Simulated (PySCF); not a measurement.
# H6HoO3 (Ho(H2O)33+): the cost of one run

The runs use PySCF 2.14.0; several levels, as the steps say, no spin–orbit coupling.

1 further run of the same task is left out (for a known fault of the program).

## 1. The starting structure

10 atoms, charge 3, spin multiplicity 1.

Bond lengths: Ho1–O2 2.235 Å, Ho1–O5 2.235 Å, Ho1–O8 2.235 Å, O2–H3 0.989 Å, O2–H4 0.989 Å, O5–H6 0.989 Å, O5–H7 0.989 Å, O8–H9 0.989 Å, O8–H10 0.989 Å. Angles: O2–Ho1–O5 120.0°, O2–Ho1–O8 120.0°, O5–Ho1–O8 120.0°, Ho1–O2–H3 128.6°, Ho1–O2–H4 128.6°, H3–O2–H4 102.8°, Ho1–O5–H6 128.6°, Ho1–O5–H7 128.6°, H6–O5–H7 102.8°, Ho1–O8–H9 128.6°, Ho1–O8–H10 128.6°, H9–O8–H10 102.8°.

Coordinates:

```xyz
10
H6HoO3
Ho    0.00000    0.00000    0.00000
O     2.23462   -0.00001    0.00000
H     2.85174    0.74290    0.21267
H     2.85173   -0.74293   -0.21267
O    -1.11730    1.93525    0.00000
H    -2.06924    2.09823    0.21267
H    -0.78247    2.84114   -0.21267
O    -1.11732   -1.93524    0.00000
H    -0.78250   -2.84113    0.21267
H    -2.06926   -2.09821   -0.21267
```

Formal oxidation states: Ho +3. Each metal's 10 4f electrons lie in its core potential, so multiplicities, spins and levels count the valence alone. An earlier session relaxed this geometry at PBE0, Ho lcecp-1-SVP with ECP56, O def2-SVP, H def2-SVP (singlet, point group D3).

At PBE0 on the finer grid: E = -265.443371 Eh, HOMO -25.43 eV, LUMO -17.15 eV, Mulliken charge on Ho1 +1.95 e, largest force component 0.005 eV/Å. 

Levels to run: TPSSh; PBE; PBE0, TZVP. Hardware: 2 threads of Arm Neoverse V2, shared host.

## 2. TPSSh

run.py (the lines that set the calculation) reads:

```python
mol = gto.M(atom='''
Ho     0.00000     0.00000     0.00000
O      2.23462    -0.00001     0.00000
H      2.85174     0.74290     0.21267
H      2.85173    -0.74293    -0.21267
O     -1.11730     1.93525     0.00000
H     -2.06924     2.09823     0.21267
H     -0.78247     2.84114    -0.21267
O     -1.11732    -1.93524     0.00000
H     -0.78250    -2.84113     0.21267
H     -2.06926    -2.09821    -0.21267''',
    basis={'Ho': 'lcecp-1-SVP', 'O': 'def2-SVP', 'H': 'def2-SVP'},
    ecp={'Ho': 'lcecp-1-SVP'},
    charge=3, spin=0)
mf = dft.RKS(mol, xc='TPSSH')
mf.grids.atom_grid = (75, 302)  # f atoms: unpruned, at least (60, 302)
mf = mf.density_fit()  # fitting sets: Ho AutoAux, O def2-universal-JKFIT, H def2-universal-JKFIT
mf.conv_tol = 1e-08; mf.max_cycle = 55
mf.kernel(dm0)  # dm0: the density of the relaxed state
```

Started as:

```
$ OMP_NUM_THREADS=2 python run.py
```

**Question.** How long does this run take on 2 threads of Arm Neoverse V2, shared host?

About 9.6 s.
